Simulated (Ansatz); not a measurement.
# Niobium, dhcp under m-r²SCAN: structure, energy and stiffness

The plan for niobium in the dhcp structure: relax it, solve it on a dense k-mesh, then scale the cell to 7 volumes from 88 to 112 % of the relaxed one and try a fit of the equation of state. The start is ferromagnetic. The k-meshes are 12×12×4 for the relaxation; 17×17×4 for the dense run; 14×14×4 for the volumes.

Program: Ansatz 0.2.0. Level of theory: DFT m-r2SCAN, plane waves (500 eV) with PAW, scalar-relativistic; PAW files made under PBE, frozen cores solved again for the functional; m-r²SCAN is r²SCAN on the gauge-invariant kinetic-energy density. These are calculated values, not measurements.

## 1. The structure to begin with

It takes space group P6_3/mmc (No. 194, hexagonal). Conventional cell: a = 2.940 Å, b = 2.940 Å, c = 9.603 Å, α = 90.00°, β = 90.00°, γ = 120.00°. Nb (site symmetry -3m) is surrounded by 12 Nb at 2.94 Å. Around Nb (site symmetry -6m2) lie 12 Nb at 2.94 Å.

Coordinates:

```
Nb
1.0
     2.94032    0.00000    0.00000
    -1.47016    2.54639    0.00000
     0.00000    0.00000    9.60308
Nb
4
Direct
  0.00000 0.00000 0.00000
  0.00000 0.00000 0.50000
  0.33333 0.66667 0.25000
  0.66667 0.33333 0.75000
```

The atoms start with moments of +1 ×4 μB.

## 2. Relaxing cell and atoms

Input file input.yaml:

```yaml
crystal:
  lattice:
    - [2.9403180252, 0.0, 0.0]
    - [-1.4701590126, 2.546390105, 0.0]
    - [0.0, 0.0, 9.6030786702]
  atoms:
    - { symbol: Nb, position: [0.0, 0.0, 0.0], spin: 1.0 }
    - { symbol: Nb, position: [0.0, 0.0, 0.5], spin: 1.0 }
    - { symbol: Nb, position: [0.3333333333, 0.6666666667, 0.25], spin: 1.0 }
    - { symbol: Nb, position: [0.6666666667, 0.3333333333, 0.75], spin: 1.0 }
hamiltonian:
  xc: mr2scan
  pseudopotentials:
    kind: paw
    azcp:
      Nb: "pseudopotentials/Nb.paw.azcp"
basis:
  ecutwfc: 500
  fft_grid_basis: typed
kpoints:
  mp_grid: { grid: [12, 12, 4], shift: [0, 0, 0] }
magnetization:
  spin_polarized: true
scf:
  occupations: { method: fermi_dirac, width: 0.05 }
relax:
  max_steps: 60
  f_tol: 0.01
  cell: {}
```

Run with:

```
ansatz run input.yaml --threads 2 --pin off --max-ram 6144MiB --backend cpu --events-out ev --progress --plain --runs-dir out
```

The runs that follow: Single point on a dense mesh; Volume × 0.88; Volume × 0.92; Volume × 0.96; Volume × 1.0; Volume × 1.04; Volume × 1.08; Volume × 1.12.

What does the calculation give? Wanted: space group; conventional cell; volume; shortest distance; gap on the mesh; magnetic state; relative to bcc; V₀, B₀, B₀′.

As calculated:

| quantity | value |
| --- | --- |
| space group (spins left aside) | P6_3/mmc (No. 194) |
| conventional cell | a = 2.854 Å, c = 10.518 Å (c/a = 3.685) |
| volume | 18.553 Å³/atom |
| shortest distance | 2.854 Å |
| gap on the mesh | none (levels filled in part) |
| magnetic state | non-magnetic |
| relative to bcc | +299 meV/atom |
| V₀, B₀, B₀′ | 18.566 Å³/atom, 167 GPa, 3.6 |

**Reading.** The relaxation enlarged the cell by 3.2 % in volume. It lies 299 meV/atom above the element's reference form at the same level (bcc, from a run of its own), so it is far from stable. The moments die out: the run ends non-magnetic. No gap shows: it is a metal or semimetal at this level. The fitted modulus is 167 GPa; letting shape and positions relax at each volume could only lower it. The symmetry was held, so the structure may be unstable against distortions that break it.
